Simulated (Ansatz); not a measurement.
# CH6AlClO: the cost of one run

Program: Ansatz 0.2.0. Level of theory: RKS r2SCAN/def2-SVP. These are calculated values, not measurements.

## (1) The starting structure

Bond lengths: Al1–O2 2.178 Å, O2–C3 1.401 Å, Al1–H4 1.532 Å, Al1–H5 1.530 Å, Al1–Cl7 2.602 Å, C3–H8 1.093 Å, C3–H9 1.094 Å, C3–H10 1.091 Å. Angles: Al1–O2–C3 164.6°, O2–Al1–H4 113.8°, O2–Al1–H5 111.0°, O2–Al1–Cl7 74.5°, H4–Al1–H5 122.0°, H4–Al1–Cl7 113.3°, H5–Al1–Cl7 112.7°, O2–C3–H8 110.3°, O2–C3–H9 110.4°, O2–C3–H10 108.6°, H8–C3–H9 109.5°, H8–C3–H10 109.0°, H9–C3–H10 109.0°.

As a file:

```xyz
10

Al   -1.0144    1.4656   -0.6044
O     0.0811   -0.2404    0.1908
C     0.4559   -1.4070    0.8694
H    -2.2216    1.0777   -1.4639
H    -1.0779    2.6012    0.4188
H     0.8997    0.2313   -0.6593
Cl    1.2361    1.4163   -1.9085
H     0.6915   -2.2016    0.1570
H     1.3263   -1.2160    1.5034
H    -0.3767   -1.7271    1.4968
```

## (2) Pulling towards end A

Springs on the bonds that form and break draw the guess towards this end; the thresholds are loose.

The input, input.yaml:

```yaml
crystal:
  periodic: [false, false, false]
  atoms:
    - { symbol: Al, position_ang: [-1.0144, 1.4656, -0.6044] }
    - { symbol: O, position_ang: [0.0811, -0.2404, 0.1908] }
    - { symbol: C, position_ang: [0.4559, -1.407, 0.8694] }
    - { symbol: H, position_ang: [-2.2216, 1.0777, -1.4639] }
    - { symbol: H, position_ang: [-1.0779, 2.6012, 0.4188] }
    - { symbol: H, position_ang: [0.8997, 0.2313, -0.6593] }
    - { symbol: Cl, position_ang: [1.2361, 1.4163, -1.9085] }
    - { symbol: H, position_ang: [0.6915, -2.2016, 0.157] }
    - { symbol: H, position_ang: [1.3263, -1.216, 1.5034] }
    - { symbol: H, position_ang: [-0.3767, -1.7271, 1.4968] }
basis:
  gaussian: { orbitals: def2-SVP }
hamiltonian:
  xc: r2scan
relax:
  f_tol: 0.15
  max_steps: 25
  restrain:
    - { distance: [0, 6], at: 3.53, k: 30.0 }
    - { distance: [5, 1], at: 2.27, k: 30.0 }
    - { distance: [0, 1], at: 1.87, k: 30.0 }
    - { distance: [5, 6], at: 1.33, k: 30.0 }
output:
  orbitals: {}
```

Launch:

```console
$ ansatz run input.yaml --threads 2 --pin off --max-ram 3072MiB --backend cpu --events-out ev --progress --plain --runs-dir out
```

Q: Estimate wall time and peak memory on 2 threads of AMD EPYC 7B13 (Zen 3), shared host.

About 39 s, with a peak of 0.18 GiB.
